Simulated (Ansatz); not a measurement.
**TiAgHg2: response to strain**

Aim: deform TiAgHg2 (zz strain of +1 %) and compute stress, forces and field gradients with LAPW, PAW and all-electron datasets made for the crystal.

Computed with Ansatz 0.2.0 (DFT PBEsol, scalar-relativistic, unless a step's input says otherwise).

**1. The starting structure**

It takes space group P4/mmm (No. 123, tetragonal). The conventional cell has a = 4.150 Å, b = 4.150 Å, c = 4.060 Å, α = 90.00°, β = 90.00°, γ = 90.00°. Ti (site symmetry 4/mmm) has 8 Hg at 2.90 Å and 4 Ag at 2.93 Å in its first shell of neighbours. Ag (site symmetry 4/mmm) has 8 Hg at 2.90 Å and 4 Ti at 2.93 Å in its first shell of neighbours. Hg (site symmetry mmm) is surrounded by 4 Ti at 2.90 Å and 4 Ag at 2.90 Å and 4 Hg at 2.93 Å.

Structure file:

```
CELL_PARAMETERS angstrom
4.15000 0.00000 0.00000
0.00000 4.15000 0.00000
0.00000 0.00000 4.06000
ATOMIC_POSITIONS crystal
Ti 0.50000 0.50000 0.00000
Ag 0.00000 0.00000 0.00000
Hg 0.00000 0.50000 0.50000
Hg 0.50000 0.00000 0.50000
```

Atoms are numbered in the order of the input: Ti1, Ag2, Hg3, Hg4.

**2. The deformed structure**

Space group P4/mmm before, P4/mmm after.

**3. All-electron LAPW**

The input, input.yaml:

```yaml
crystal:
  lattice:
    - [4.15, 0.0, 0.0]
    - [0.0, 4.15, 0.0]
    - [0.0, 0.0, 4.1006]
  atoms:
    - { symbol: Ti, position: [0.5, 0.5, 0.0] }
    - { symbol: Ag, position: [0.0, 0.0, 0.0] }
    - { symbol: Hg, position: [0.0, 0.5, 0.5] }
    - { symbol: Hg, position: [0.5, 0.0, 0.5] }
kpoints:
  mp_grid: { grid: [8, 8, 8] }
  band_path:
    path:
      - [0.0, 0.0, 0.0]
      - [0.0, 0.5, 0.0]
      - [0.5, 0.5, 0.0]
      - [0.0, 0.0, 0.0]
      - [0.0, 0.0, 0.5]
      - [0.0, 0.5, 0.5]
      - [0.5, 0.5, 0.5]
      - [0.0, 0.0, 0.5]
      - [0.0, 0.5, 0.0]
    npoints: 5
scf:
  occupations: { method: fermi_dirac, width: 0.03 }
hamiltonian:
  xc: pbesol
  pseudopotentials: { kind: all_electron, lapw: { basis_error: 0.001 } }
output:
  forces: true
  stress: true
  eigenvalues: true
```

The run is started by

```bash
ansatz run input.yaml --threads 1 --pin off --max-ram 4096MiB --backend cpu --events-out ev --progress --plain --runs-dir out
```

**4. PAW with frozen cores**

The input, input.yaml:

```yaml
crystal:
  lattice:
    - [4.15, 0.0, 0.0]
    - [0.0, 4.15, 0.0]
    - [0.0, 0.0, 4.1006]
  atoms:
    - { symbol: Ti, position: [0.5, 0.5, 0.0] }
    - { symbol: Ag, position: [0.0, 0.0, 0.0] }
    - { symbol: Hg, position: [0.0, 0.5, 0.5] }
    - { symbol: Hg, position: [0.5, 0.0, 0.5] }
kpoints:
  mp_grid: { grid: [8, 8, 8] }
scf:
  occupations: { method: fermi_dirac, width: 0.03 }
hamiltonian:
  xc: pbesol
  pseudopotentials: { kind: paw }
output:
  forces: true
  stress: true
  eigenvalues: true
  efg: { contact_densities: true }
  write_density: true
  write_potential: true
  elf: true
  volumetric_format: npy
```

**5. All-electron PAW on datasets made for the crystal**

input.yaml, as its differences from that of step 4:

```diff
@@ -16,3 +16,3 @@
   xc: pbesol
-  pseudopotentials: { kind: paw }
+  pseudopotentials: { kind: all_electron, datasets: crystal }
 output:
@@ -22,5 +22 @@
   efg: { contact_densities: true }
-  write_density: true
-  write_potential: true
-  elf: true
-  volumetric_format: npy
```

(Steps that only read results are left out.)

Q: Predict the outcome of this session. Wanted: pressure; largest shear or deviatoric stress.

As calculated:

```
                                 quantity                                           value
                                 pressure  LAPW 6.09, PAW 6.09, crystal datasets 6.09 GPa
largest shear or deviatoric stress (LAPW)                                        1.54 GPa
```

In words: The largest part of the stress beyond the pressure is 1.54 GPa in size, in the zz component; the atoms are carried along and not relaxed. No run of the undeformed cell stands beside it, so pressure and stress hold what the given cell had before the change, as far as its symmetry allows. PAW: stress within 0.01 GPa of LAPW. Crystal datasets: stress within 0.01 GPa of LAPW. Spin-orbit coupling is left out, though the cell holds Hg; in elements this heavy it can shift bands and gaps by tenths of an eV.
